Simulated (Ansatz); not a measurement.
Born–Oppenheimer molecular dynamics of a periodic cell of 19 atoms, Y$_{8}$In$_{8}$H$_{2}$C (surface YIn(001), adsorbate CH2, incident energy 0.8 eV, 40° from the normal). It starts from an unrelaxed structure (largest force component 2.00 eV/Å).

Theory: DFT LDA, scalar-relativistic, plane waves, PAW (Ansatz 0.2.0). Settings: cutoff 420 eV, k mesh 2x2x1, fermi-dirac smearing 0.05 eV, no spin polarisation.

| Item | Value |
| --- | --- |
| ensemble | NVE (velocity Verlet) |
| time step | 0.5 fs |
| steps asked | 500 |
| starting velocities | zero, but for any typed in the input |
| atoms held | 2, 6, 10, 14 |
| seed | 965538 |

Frames 1 fs apart, positions in Å, forces in eV/Å.

Velocities at 235.0 fs (Å/ps):

```
Y 0.19 0.56 -3.31
In 0.00 0.00 0.00
Y -0.41 -6.14 -2.68
In 0.53 -0.25 0.41
Y 0.08 -0.79 -3.93
In 0.00 0.00 0.00
Y -3.41 7.32 -4.54
In 1.42 -0.21 -4.06
Y 1.02 -3.61 -3.89
In 0.00 0.00 0.00
Y 0.15 -1.58 -0.20
In 2.91 -1.12 -11.09
Y 1.13 3.13 -4.19
In 0.00 0.00 0.00
Y 0.06 1.89 -2.46
In -1.01 0.27 -0.86
C -26.09 -0.20 -6.41
H -14.16 68.01 -46.29
H 14.19 -2.88 -4.39
```

```xyz
19
Lattice="7.6200 0.0000 0.0000 0.0000 7.6200 0.0000 0.0000 0.0000 20.7150" Properties=species:S:1:pos:R:3:forces:R:3 time_fs=235.0 energy_less_start_eV=-1.991 T=1439
Y 1.982 1.961 2.522 -0.01 -0.07 -0.08
In 0.000 0.000 1.000 1.17 0.07 -0.85
Y 2.157 1.692 5.995 -2.23 2.49 -0.48
In 0.121 -0.015 4.003 -0.57 0.10 0.98
Y 2.000 5.642 2.525 -0.13 -0.06 -0.20
In 0.000 3.810 1.000 0.01 -0.01 -0.31
Y 1.952 6.000 5.963 -0.55 -1.23 0.31
In -0.067 3.801 4.047 -0.16 0.01 1.15
Y 5.722 1.765 2.309 -0.05 0.66 0.70
In 3.810 0.000 1.000 -0.84 -0.05 -0.64
Y 5.868 1.391 6.285 -0.27 1.64 -0.94
In 3.643 -0.029 4.338 1.98 -0.14 -1.83
Y 5.748 5.863 2.286 -0.12 -0.80 0.61
In 3.810 3.810 1.000 0.34 0.02 -0.53
Y 5.896 6.067 6.167 0.17 -1.62 -0.92
In 4.272 3.845 4.046 -0.58 -0.08 1.39
C -3.886 0.951 7.061 1.01 -3.26 3.53
H -3.109 0.333 7.658 0.62 0.46 -0.14
H -4.650 0.131 7.799 0.24 1.86 -1.74
19
Lattice="7.6200 0.0000 0.0000 0.0000 7.6200 0.0000 0.0000 0.0000 20.7150" Properties=species:S:1:pos:R:3:forces:R:3 time_fs=236.0 energy_less_start_eV=-1.971 T=1429
Y 1.982 1.962 2.519 -0.02 -0.08 -0.07
In 0.000 0.000 1.000 1.20 0.08 -0.87
Y 2.157 1.686 5.992 -2.57 2.70 -0.73
In 0.122 -0.015 4.003 -0.57 0.10 0.96
Y 2.000 5.641 2.521 -0.14 -0.06 -0.19
In 0.000 3.810 1.000 0.01 -0.01 -0.33
Y 1.949 6.007 5.959 -0.53 -1.25 0.30
In -0.066 3.801 4.043 -0.18 0.01 1.16
Y 5.723 1.761 2.305 -0.05 0.71 0.72
In 3.810 0.000 1.000 -0.86 -0.05 -0.66
Y 5.868 1.390 6.284 -0.29 1.71 -1.06
In 3.646 -0.030 4.327 1.97 -0.13 -1.78
Y 5.749 5.866 2.281 -0.13 -0.85 0.62
In 3.810 3.810 1.000 0.35 0.02 -0.54
Y 5.896 6.069 6.164 0.19 -1.64 -0.93
In 4.271 3.845 4.045 -0.57 -0.08 1.37
C -3.912 0.949 7.056 0.86 -2.85 3.15
H -3.120 0.402 7.612 1.21 -0.14 0.51
H -4.635 0.137 7.786 0.12 1.81 -1.65
19
Lattice="7.6200 0.0000 0.0000 0.0000 7.6200 0.0000 0.0000 0.0000 20.7150" Properties=species:S:1:pos:R:3:forces:R:3 time_fs=237.0 energy_less_start_eV=-1.967 T=1427
Y 1.982 1.962 2.515 -0.02 -0.08 -0.06
In 0.000 0.000 1.000 1.22 0.08 -0.89
Y 2.156 1.680 5.989 -2.87 2.89 -0.98
In 0.122 -0.015 4.003 -0.58 0.11 0.93
Y 2.000 5.640 2.517 -0.14 -0.05 -0.18
In 0.000 3.810 1.000 0.00 -0.01 -0.34
Y 1.945 6.014 5.954 -0.51 -1.28 0.28
In -0.064 3.801 4.039 -0.19 0.01 1.16
Y 5.724 1.758 2.302 -0.05 0.76 0.74
In 3.810 0.000 1.000 -0.88 -0.05 -0.68
Y 5.869 1.388 6.284 -0.27 1.78 -1.20
In 3.649 -0.031 4.315 1.96 -0.12 -1.74
Y 5.750 5.869 2.277 -0.14 -0.90 0.64
In 3.810 3.810 1.000 0.36 0.02 -0.55
Y 5.896 6.071 6.162 0.20 -1.65 -0.93
In 4.270 3.845 4.045 -0.56 -0.07 1.36
C -3.937 0.945 7.053 0.81 -2.38 2.69
H -3.119 0.470 7.571 1.73 -0.63 1.11
H -4.619 0.160 7.758 -0.07 1.60 -1.37
19
Lattice="7.6200 0.0000 0.0000 0.0000 7.6200 0.0000 0.0000 0.0000 20.7150" Properties=species:S:1:pos:R:3:forces:R:3 time_fs=238.0 energy_less_start_eV=-1.982 T=1434
Y 1.982 1.963 2.512 -0.03 -0.09 -0.05
In 0.000 0.000 1.000 1.25 0.08 -0.91
Y 2.155 1.675 5.986 -3.13 3.07 -1.22
In 0.123 -0.015 4.004 -0.59 0.11 0.91
Y 2.000 5.639 2.513 -0.15 -0.05 -0.17
In 0.000 3.810 1.000 -0.01 -0.01 -0.35
Y 1.942 6.021 5.950 -0.50 -1.31 0.25
In -0.063 3.801 4.035 -0.20 0.01 1.17
Y 5.725 1.754 2.298 -0.05 0.81 0.76
In 3.810 0.000 1.000 -0.89 -0.05 -0.69
Y 5.869 1.387 6.284 -0.21 1.86 -1.37
In 3.652 -0.033 4.304 1.95 -0.12 -1.69
Y 5.751 5.872 2.273 -0.14 -0.95 0.65
In 3.810 3.810 1.000 0.37 0.02 -0.55
Y 5.896 6.072 6.159 0.21 -1.64 -0.93
In 4.269 3.845 4.044 -0.55 -0.07 1.34
C -3.961 0.940 7.053 1.44 -1.88 2.21
H -3.102 0.533 7.540 1.70 -0.83 1.39
H -4.603 0.199 7.716 -0.49 1.05 -0.75
19
Lattice="7.6200 0.0000 0.0000 0.0000 7.6200 0.0000 0.0000 0.0000 20.7150" Properties=species:S:1:pos:R:3:forces:R:3 time_fs=239.0 energy_less_start_eV=-1.943 T=1412
Y 1.982 1.963 2.509 -0.03 -0.09 -0.04
In 0.000 0.000 1.000 1.28 0.08 -0.93
Y 2.154 1.670 5.983 -3.32 3.21 -1.43
In 0.123 -0.016 4.005 -0.60 0.12 0.88
Y 2.000 5.638 2.509 -0.15 -0.04 -0.16
In 0.000 3.810 1.000 -0.02 -0.02 -0.37
Y 1.938 6.028 5.945 -0.48 -1.35 0.23
In -0.061 3.800 4.032 -0.21 0.01 1.18
Y 5.726 1.751 2.294 -0.05 0.86 0.78
In 3.810 0.000 1.000 -0.91 -0.05 -0.71
Y 5.869 1.386 6.283 -0.10 1.95 -1.57
In 3.656 -0.034 4.292 1.94 -0.11 -1.64
Y 5.752 5.875 2.269 -0.15 -0.99 0.67
In 3.810 3.810 1.000 0.39 0.01 -0.56
Y 5.896 6.073 6.156 0.21 -1.62 -0.92
In 4.268 3.846 4.044 -0.54 -0.07 1.33
C -3.984 0.932 7.054 3.20 -1.05 1.54
H -3.068 0.587 7.522 0.87 -0.78 1.34
H -4.592 0.247 7.668 -1.33 -0.07 0.38
19
Lattice="7.6200 0.0000 0.0000 0.0000 7.6200 0.0000 0.0000 0.0000 20.7150" Properties=species:S:1:pos:R:3:forces:R:3 time_fs=240.0 energy_less_start_eV=-1.746 T=1312
Y 1.983 1.964 2.505 -0.04 -0.10 -0.03
In 0.000 0.000 1.000 1.30 0.08 -0.95
Y 2.152 1.665 5.980 -3.42 3.32 -1.60
In 0.123 -0.016 4.006 -0.61 0.13 0.86
Y 2.000 5.638 2.505 -0.16 -0.04 -0.16
In 0.000 3.810 1.000 -0.02 -0.02 -0.38
Y 1.934 6.034 5.941 -0.45 -1.37 0.22
In -0.060 3.800 4.028 -0.22 0.01 1.18
Y 5.727 1.748 2.291 -0.04 0.90 0.80
In 3.810 0.000 1.000 -0.92 -0.05 -0.73
Y 5.869 1.386 6.282 0.03 2.05 -1.81
In 3.659 -0.035 4.280 1.92 -0.10 -1.59
Y 5.753 5.877 2.265 -0.15 -1.04 0.69
In 3.810 3.810 1.000 0.40 0.01 -0.57
Y 5.897 6.074 6.153 0.20 -1.59 -0.91
In 4.267 3.846 4.043 -0.53 -0.06 1.32
C -4.005 0.924 7.057 5.70 0.23 0.53
H -3.027 0.634 7.517 -0.40 -0.74 1.20
H -4.595 0.294 7.624 -2.59 -1.62 1.91
19
Lattice="7.6200 0.0000 0.0000 0.0000 7.6200 0.0000 0.0000 0.0000 20.7150" Properties=species:S:1:pos:R:3:forces:R:3 time_fs=241.0 energy_less_start_eV=-1.533 T=1204
Y 1.983 1.964 2.502 -0.04 -0.11 -0.02
In 0.000 0.000 1.000 1.33 0.08 -0.96
Y 2.149 1.661 5.977 -3.44 3.37 -1.70
In 0.123 -0.016 4.006 -0.62 0.13 0.83
Y 2.000 5.637 2.501 -0.17 -0.03 -0.15
In 0.000 3.810 1.000 -0.03 -0.02 -0.39
Y 1.931 6.041 5.937 -0.42 -1.39 0.22
In -0.059 3.800 4.024 -0.22 0.01 1.19
Y 5.728 1.744 2.287 -0.04 0.95 0.82
In 3.810 0.000 1.000 -0.94 -0.05 -0.75
Y 5.869 1.385 6.281 0.15 2.12 -2.03
In 3.663 -0.036 4.269 1.90 -0.09 -1.53
Y 5.754 5.880 2.262 -0.15 -1.08 0.70
In 3.810 3.810 1.000 0.41 0.01 -0.57
Y 5.897 6.075 6.150 0.19 -1.56 -0.89
In 4.265 3.846 4.043 -0.52 -0.06 1.31
C -4.021 0.917 7.060 7.58 1.10 -0.10
H -2.990 0.674 7.524 -1.53 -0.81 1.13
H -4.622 0.326 7.598 -3.43 -2.56 2.89
19
Lattice="7.6200 0.0000 0.0000 0.0000 7.6200 0.0000 0.0000 0.0000 20.7150" Properties=species:S:1:pos:R:3:forces:R:3 time_fs=242.0 energy_less_start_eV=-1.574 T=1225
Y 1.983 1.965 2.499 -0.05 -0.12 -0.01
In 0.000 0.000 1.000 1.35 0.09 -0.98
Y 2.147 1.657 5.973 -3.38 3.35 -1.72
In 0.124 -0.016 4.007 -0.63 0.14 0.80
Y 2.000 5.636 2.497 -0.17 -0.02 -0.14
In 0.000 3.810 1.000 -0.03 -0.02 -0.40
Y 1.927 6.047 5.932 -0.38 -1.40 0.23
In -0.058 3.800 4.021 -0.23 0.01 1.20
Y 5.729 1.741 2.284 -0.04 0.99 0.84
In 3.810 0.000 1.000 -0.95 -0.05 -0.78
Y 5.869 1.385 6.280 0.18 2.13 -2.15
In 3.667 -0.037 4.256 1.87 -0.08 -1.47
Y 5.755 5.883 2.258 -0.15 -1.12 0.72
In 3.810 3.810 1.000 0.42 0.01 -0.58
Y 5.897 6.076 6.147 0.17 -1.54 -0.88
In 4.264 3.846 4.043 -0.50 -0.06 1.30
C -4.030 0.910 7.063 7.50 0.55 0.52
H -2.967 0.706 7.541 -2.21 -0.91 1.11
H -4.681 0.334 7.599 -2.75 -1.93 2.39
19
Lattice="7.6200 0.0000 0.0000 0.0000 7.6200 0.0000 0.0000 0.0000 20.7150" Properties=species:S:1:pos:R:3:forces:R:3 time_fs=243.0 energy_less_start_eV=-1.773 T=1326
Y 1.983 1.965 2.495 -0.06 -0.12 -0.01
In 0.000 0.000 1.000 1.38 0.09 -1.00
Y 2.144 1.653 5.970 -3.24 3.28 -1.67
In 0.124 -0.016 4.008 -0.64 0.15 0.77
Y 2.000 5.635 2.492 -0.18 -0.02 -0.12
In 0.000 3.810 1.000 -0.04 -0.02 -0.41
Y 1.923 6.054 5.928 -0.34 -1.40 0.25
In -0.056 3.800 4.018 -0.25 0.01 1.21
Y 5.730 1.738 2.281 -0.04 1.03 0.85
In 3.810 0.000 1.000 -0.97 -0.05 -0.80
Y 5.869 1.385 6.278 0.09 2.06 -2.11
In 3.671 -0.038 4.244 1.83 -0.07 -1.41
Y 5.756 5.885 2.254 -0.16 -1.16 0.74
In 3.810 3.810 1.000 0.43 0.01 -0.58
Y 5.897 6.077 6.144 0.15 -1.54 -0.88
In 4.263 3.847 4.043 -0.49 -0.07 1.29
C -4.035 0.903 7.067 5.94 -0.70 1.80
H -2.965 0.730 7.569 -2.41 -0.95 1.06
H -4.766 0.325 7.622 -1.02 -0.52 1.05
19
Lattice="7.6200 0.0000 0.0000 0.0000 7.6200 0.0000 0.0000 0.0000 20.7150" Properties=species:S:1:pos:R:3:forces:R:3 time_fs=244.0 energy_less_start_eV=-1.918 T=1400
Y 1.983 1.966 2.492 -0.08 -0.13 0.00
In 0.000 0.000 1.000 1.40 0.09 -1.02
Y 2.141 1.650 5.966 -3.04 3.15 -1.56
In 0.124 -0.017 4.009 -0.65 0.16 0.73
Y 2.000 5.634 2.488 -0.18 -0.01 -0.11
In 0.000 3.810 1.000 -0.04 -0.03 -0.43
Y 1.919 6.060 5.924 -0.30 -1.39 0.28
In -0.055 3.800 4.014 -0.26 0.02 1.21
Y 5.731 1.736 2.278 -0.05 1.07 0.87
In 3.810 0.000 1.000 -0.98 -0.05 -0.82
Y 5.869 1.385 6.277 -0.09 1.92 -1.93
In 3.676 -0.040 4.232 1.80 -0.06 -1.35
Y 5.757 5.887 2.251 -0.16 -1.20 0.75
In 3.810 3.810 1.000 0.44 0.01 -0.59
Y 5.897 6.077 6.141 0.13 -1.55 -0.88
In 4.261 3.847 4.043 -0.46 -0.07 1.28
C -4.034 0.896 7.072 4.24 -1.56 2.69
H -2.985 0.744 7.607 -2.19 -0.90 0.95
H -4.860 0.310 7.654 0.49 0.52 -0.07
19
Lattice="7.6200 0.0000 0.0000 0.0000 7.6200 0.0000 0.0000 0.0000 20.7150" Properties=species:S:1:pos:R:3:forces:R:3 time_fs=245.0 energy_less_start_eV=-1.993 T=1440
Y 1.984 1.966 2.489 -0.09 -0.13 0.00
In 0.000 0.000 1.000 1.42 0.09 -1.03
Y 2.137 1.647 5.962 -2.76 2.99 -1.38
In 0.124 -0.017 4.010 -0.65 0.17 0.70
Y 2.000 5.633 2.484 -0.19 -0.01 -0.10
In 0.000 3.810 1.000 -0.04 -0.03 -0.44
Y 1.915 6.066 5.919 -0.26 -1.36 0.32
In -0.054 3.799 4.011 -0.28 0.02 1.22
Y 5.732 1.733 2.275 -0.05 1.11 0.88
In 3.810 0.000 1.000 -0.99 -0.05 -0.84
Y 5.869 1.386 6.275 -0.33 1.77 -1.66
In 3.680 -0.041 4.220 1.75 -0.04 -1.29
Y 5.758 5.889 2.247 -0.17 -1.24 0.76
In 3.810 3.810 1.000 0.45 0.00 -0.59
Y 5.898 6.077 6.137 0.10 -1.57 -0.89
In 4.260 3.847 4.043 -0.44 -0.07 1.26
C -4.029 0.887 7.079 2.83 -1.85 2.92
H -3.026 0.750 7.655 -1.64 -0.78 0.85
H -4.950 0.300 7.687 1.34 0.98 -0.70
19
Lattice="7.6200 0.0000 0.0000 0.0000 7.6200 0.0000 0.0000 0.0000 20.7150" Properties=species:S:1:pos:R:3:forces:R:3 time_fs=246.0 energy_less_start_eV=-2.045 T=1467
Y 1.984 1.967 2.485 -0.10 -0.13 0.00
In 0.000 0.000 1.000 1.43 0.09 -1.05
Y 2.133 1.645 5.957 -2.44 2.82 -1.18
In 0.124 -0.017 4.012 -0.65 0.17 0.66
Y 2.000 5.633 2.480 -0.19 -0.01 -0.09
In 0.000 3.810 1.000 -0.04 -0.03 -0.46
Y 1.911 6.071 5.915 -0.22 -1.34 0.37
In -0.052 3.799 4.008 -0.29 0.03 1.23
Y 5.733 1.730 2.272 -0.06 1.14 0.89
In 3.810 0.000 1.000 -1.00 -0.05 -0.87
Y 5.869 1.386 6.273 -0.56 1.63 -1.37
In 3.685 -0.042 4.207 1.71 -0.03 -1.22
Y 5.759 5.891 2.244 -0.18 -1.27 0.77
In 3.810 3.810 1.000 0.46 0.00 -0.59
Y 5.898 6.077 6.134 0.06 -1.58 -0.89
In 4.258 3.847 4.043 -0.42 -0.07 1.25
C -4.023 0.878 7.088 1.62 -1.82 2.67
H -3.083 0.748 7.710 -0.85 -0.66 0.88
H -5.028 0.299 7.713 1.72 1.10 -1.00
```

Of the whole run (250 fs, mean temperature of the second half 2004 K): The conserved energy stayed within 0.24 meV per atom of its start (net change -0.044 meV per atom), so the integration is sound. A run of 0.25 ps of so small a system gives no equilibrium averages. Limits of this set-up: coarse k mesh, thin slab, slab without dipole correction.

The run took 34 min on 4 threads of Intel(R) Xeon(R) 6975P-C (Granite Rapids), with other jobs on the host, peak memory 3.4 GiB.
